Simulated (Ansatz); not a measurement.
# CH₅PZn: up Jacob's ladder to CCSD(T)

An exercise on one series of results from a longer session: the logs are not shown, and one member is left open.

Method: functionals in def2-TZVPP, the program's frozen cores in correlated methods; program: Ansatz 0.2.0, Gaussian basis.

Plan: LDA (SPW92), PBE-D4, revPBE-D4, BLYP-D4, r2SCAN-D4, B97M-V, PBE0-D4, B3LYP-D4, r2SCANh-D4, r2SCAN0-D4, HSE06-D4, BHLYP-D4, CAM-B3LYP-D4, LC-ωPBE, ωB97X-V, ωB97M-V, B2PLYP, PBE-QIDH; CCSD(T)/def2-SVP; CCSD(T)/def2-TZVPP; MP2/def2-QZVPP; extrapolation to the limit; RPA on PBE.

## Structure used throughout

The geometry comes from an earlier relaxation with PBE0-D4 in a triple-zeta def2 set; it is a stationary point, not always the lowest conformer.

SMILES `[CH3][Zn][PH2]`, 8 atoms, charge 0, spin multiplicity 1.

Atoms are counted from 1 here; the program's logs count them from 0.

Bond lengths: C1–Zn2 1.946 Å, C1–H4 1.093 Å, C1–H5 1.093 Å, C1–H6 1.093 Å, Zn2–P3 2.287 Å, P3–H7 1.424 Å, P3–H8 1.424 Å. Angles: Zn2–C1–H4 110.7°, Zn2–C1–H5 110.8°, Zn2–C1–H6 110.9°, H4–C1–H5 108.1°, H4–C1–H6 108.1°, H5–C1–H6 108.2°, C1–Zn2–P3 178.4°, Zn2–P3–H7 91.9°, Zn2–P3–H8 91.9°, H7–P3–H8 92.8°.

Set-up of the first run:

in.yaml

```yaml
crystal:
  periodic: [false, false, false]
  atoms:
    - {symbol: C, position_ang: [-0.967988, 1.279894, -0.613940]}
    - {symbol: Zn, position_ang: [0.057559, -0.092606, 0.309586]}
    - {symbol: P, position_ang: [1.241280, -1.683119, 1.449986]}
    - {symbol: H, position_ang: [-1.982356, 0.930261, -0.821607]}
    - {symbol: H, position_ang: [-0.497503, 1.540857, -1.564919]}
    - {symbol: H, position_ang: [-1.038527, 2.186539, -0.008067]}
    - {symbol: H, position_ang: [2.406355, -1.446565, 0.665821]}
    - {symbol: H, position_ang: [0.781190, -2.715261, 0.583141]}
basis:
  gaussian: {orbitals: def2-TZVPP}
hamiltonian: {xc: lda}
output: {orbitals: {seedname: orbitals}}
```

Started as:

```bash
$ ansatz run in.yaml --threads 2 --pin off --events-out ev --progress --plain --max-ram 4352MiB
```

Steps of the session up to this table: LDA; PBE-D4 (GGA); revPBE-D4 (GGA); BLYP-D4 (GGA); r2SCAN-D4 (meta-GGA); B97M-V (meta-GGA); PBE0-D4 (hybrid); B3LYP-D4 (hybrid); r2SCANh-D4 (hybrid); r2SCAN0-D4 (hybrid); HSE06-D4 (hybrid); BHLYP-D4 (hybrid); CAM-B3LYP-D4 (range-separated); LC-ωPBE (range-separated); ωB97X-V (range-separated); ωB97M-V (range-separated); B2PLYP (double hybrid); PBE-QIDH (double hybrid).

One table of the session follows, with a row left open; its other results are not shown here.

It belongs to the step «Frontier levels by functional». 

```
  functional  HOMO (eV)  gap (eV)
 LDA (SPW92)      -5.94      4.55
      PBE-D4      -5.78      4.58
   revPBE-D4      -5.72      4.61
     BLYP-D4      -5.60      4.46
   r2SCAN-D4      -5.99      5.06
      B97M-V      -6.01      4.88
     PBE0-D4      -6.79      6.34
    B3LYP-D4      -6.56      5.86
  r2SCANh-D4      -6.37      5.69
  r2SCAN0-D4      -6.94      6.64
    HSE06-D4      -6.40      5.59
    BHLYP-D4      -7.65      7.85
CAM-B3LYP-D4          ?         ?
     LC-ωPBE      -9.37     10.79
     ωB97X-V      -8.99     10.28
     ωB97M-V      -8.83      9.79
```

Q: Estimate the row for CAM-B3LYP-D4 from the others.

The run gave: HOMO (eV): -8.01; gap (eV): 8.37. In the column «HOMO (eV)» it lies between ωB97M-V (-8.83) and BHLYP-D4 (-7.65).
